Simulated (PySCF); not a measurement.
# BiH2Et (C₂H₇Bi): fields and orbitals

For BiH2Et (C₂H₇Bi), the scripts below compute its lowest excited states and measure its response to a uniform field.

Computed with PySCF 2.14.0. Level: levels as typed in each script, gas phase, geometry from GFN2-xTB.

**1. Starting geometry**

10 atoms, charge 0, spin multiplicity 1.

Bond lengths: Bi1–H2 1.776 Å, Bi1–H3 1.776 Å, Bi1–C4 2.292 Å, C4–C5 1.519 Å, C4–H6 1.085 Å, C4–H7 1.084 Å, C5–H8 1.091 Å, C5–H9 1.089 Å, C5–H10 1.089 Å. Angles: H2–Bi1–H3 88.2°, H2–Bi1–C4 91.8°, H3–Bi1–C4 92.5°, Bi1–C4–C5 111.8°, Bi1–C4–H6 107.8°, Bi1–C4–H7 107.9°, C5–C4–H6 110.3°, C5–C4–H7 110.6°, H6–C4–H7 108.2°, C4–C5–H8 110.8°, C4–C5–H9 110.9°, C4–C5–H10 110.9°, H8–C5–H9 107.9°, H8–C5–H10 107.9°, H9–C5–H10 108.3°.

As a file:

```mol
C2H7Bi
  3D, bonds by distance, orders not assigned

 10  9  0  0  0  0  0  0  0  0999 V2000
   -0.4496    0.0538   -0.0116 Bi  0  0
   -1.0513   -1.4744   -0.6877 H   0  0
   -0.7772   -0.5973    1.6076 H   0  0
    1.7081   -0.7204    0.0020 C   0  0
    2.7158    0.4164    0.0028 C   0  0
    1.8429   -1.3433   -0.8766 H   0  0
    1.8344   -1.3418    0.8812 H   0  0
    3.7360    0.0307    0.0086 H   0  0
    2.5995    1.0406   -0.8825 H   0  0
    2.5907    1.0452    0.8829 H   0  0
  1  2  8  0
  1  3  8  0
  1  4  8  0
  4  5  8  0
  4  6  8  0
  4  7  8  0
  5  8  8  0
  5  9  8  0
  5 10  8  0
M  END
```

**2. Excited states (BHandHLYP/def2-svpd)**

Input file input.py:

```python
import numpy as np
from pyscf import gto, scf, dft, tdscf
from pyscf.scf import atom_ks, atom_hf
from scipy.linalg import block_diag

def solve(mol, dm0=None, hcore=None):
    mf = (dft.UKS if mol.spin else dft.RKS)(mol, xc='bhandhlyp')
    mf.grids.level = 3
    mf = mf.density_fit(auxbasis='def2-universal-jkfit')
    mf.conv_tol, mf.max_cycle = 1e-8, 80
    if hcore is not None:
        mf.get_hcore = lambda *args: hcore
    mf.kernel(dm0)
    if not mf.converged:
        mf = mf.newton().run(mf.mo_coeff, mf.mo_occ, max_cycle=30)
    assert mf.converged, 'SCF not converged'
    return mf

mol = gto.M(atom='''
Bi    -0.44962     0.05378    -0.01160
H     -1.05134    -1.47435    -0.68768
H     -0.77718    -0.59733     1.60759
C      1.70814    -0.72038     0.00204
C      2.71579     0.41641     0.00284
H      1.84289    -1.34334    -0.87659
H      1.83439    -1.34177     0.88124
H      3.73596     0.03074     0.00858
H      2.59951     1.04056    -0.88252
H      2.59072     1.04519     0.88290
''', basis='def2-svpd', ecp={'Bi': 'def2-svpd'}, charge=0, spin=0, verbose=4)
mf = solve(mol)
td = mf.TDA()
td.nstates, td.singlet, td.conv_tol = 6, True, 1e-5
td.kernel()
td.analyze()
x, y = np.array([p[0] for p in td.xy]), np.array([p[1] + 0 * p[0] for p in td.xy])
f, mu = td.oscillator_strength(), td.transition_dipole()
nto = [td.get_nto(state=i + 1, verbose=4) for i in range(len(td.e))]
# spherically averaged free atoms, for the promolecule
atom_ks.AtomSphAverageRKS.init_guess_by_vsap = lambda self, mol=None: self.init_guess_by_minao(mol)  # core potentials
atm = atom_ks.get_atm_nrks(mol, xc='bhandhlyp')
pro = block_diag(*[(atm[a[0]][2] * atm[a[0]][3]) @ atm[a[0]][2].T for a in mol._atom])
np.savez('result.npz', e=td.e, f=f, ok=td.converged, w=[n[0] for n in nto], nto=[n[1] for n in nto], x=x, y=y, c=mf.mo_coeff, occ=mf.mo_occ, eps=mf.mo_energy, pro=pro, mu=mu)
```

Command:

```
$ OMP_NUM_THREADS=1 python input.py
```

**4. Response to an electric field (CAM-B3LYP/def2-svpd)**

Input file input.py:

```python
import numpy as np
from pyscf import gto, scf, dft
from pyscf.scf import atom_ks, atom_hf
from scipy.linalg import block_diag

def solve(mol, dm0=None, hcore=None):
    mf = (dft.UKS if mol.spin else dft.RKS)(mol, xc='camb3lyp')
    mf.grids.level = 3
    mf = mf.density_fit(auxbasis='def2-universal-jkfit')
    mf.conv_tol, mf.max_cycle = 1e-8, 80
    if hcore is not None:
        mf.get_hcore = lambda *args: hcore
    mf.kernel(dm0)
    if not mf.converged:
        mf = mf.newton().run(mf.mo_coeff, mf.mo_occ, max_cycle=30)
    assert mf.converged, 'SCF not converged'
    return mf

mol = gto.M(atom='''
Bi    -0.44962     0.05378    -0.01160
H     -1.05134    -1.47435    -0.68768
H     -0.77718    -0.59733     1.60759
C      1.70814    -0.72038     0.00204
C      2.71579     0.41641     0.00284
H      1.84289    -1.34334    -0.87659
H      1.83439    -1.34177     0.88124
H      3.73596     0.03074     0.00858
H      2.59951     1.04056    -0.88252
H      2.59072     1.04519     0.88290
''', basis='def2-svpd', ecp={'Bi': 'def2-svpd'}, charge=0, spin=0, verbose=4)
field = np.array([0.0, 0.004, 0.0])  # atomic units
mol.set_common_orig(mol.atom_charges() @ mol.atom_coords() / mol.atom_charges().sum())
mf = solve(mol)
out = dict(dm0=mf.make_rdm1(), d0=mf.dip_moment(unit='AU'), e0=mf.e_tot)
for name, sign in (('p', 1), ('m', -1)):
    h = mf.get_hcore() + sign * np.einsum('x,xij->ij', field, mol.intor('int1e_r'))
    mi = solve(mol, mf.make_rdm1(), h)
    out.update({'dm' + name: mi.make_rdm1(), 'd' + name: mi.dip_moment(unit='AU'), 'e' + name: mi.e_tot})
# spherically averaged free atoms, for the promolecule
atom_ks.AtomSphAverageRKS.init_guess_by_vsap = lambda self, mol=None: self.init_guess_by_minao(mol)  # core potentials
atm = atom_ks.get_atm_nrks(mol, xc='camb3lyp')
pro = block_diag(*[(atm[a[0]][2] * atm[a[0]][3]) @ atm[a[0]][2].T for a in mol._atom])
np.savez('result.npz', pro=pro, **out)
```

(Steps that only read results are left out.)

Q: Predict the outcome of this session. Wanted: lowest singlet excitation; polarisability along the field.

The runs gave:

```
                                            quantity       value
     lowest singlet excitation (BHandHLYP/def2-svpd)     5.90 eV
polarisability along the field (CAM-B3LYP/def2-svpd)  70.0 bohr³
```

What this shows: The geometry was not optimised at these levels.
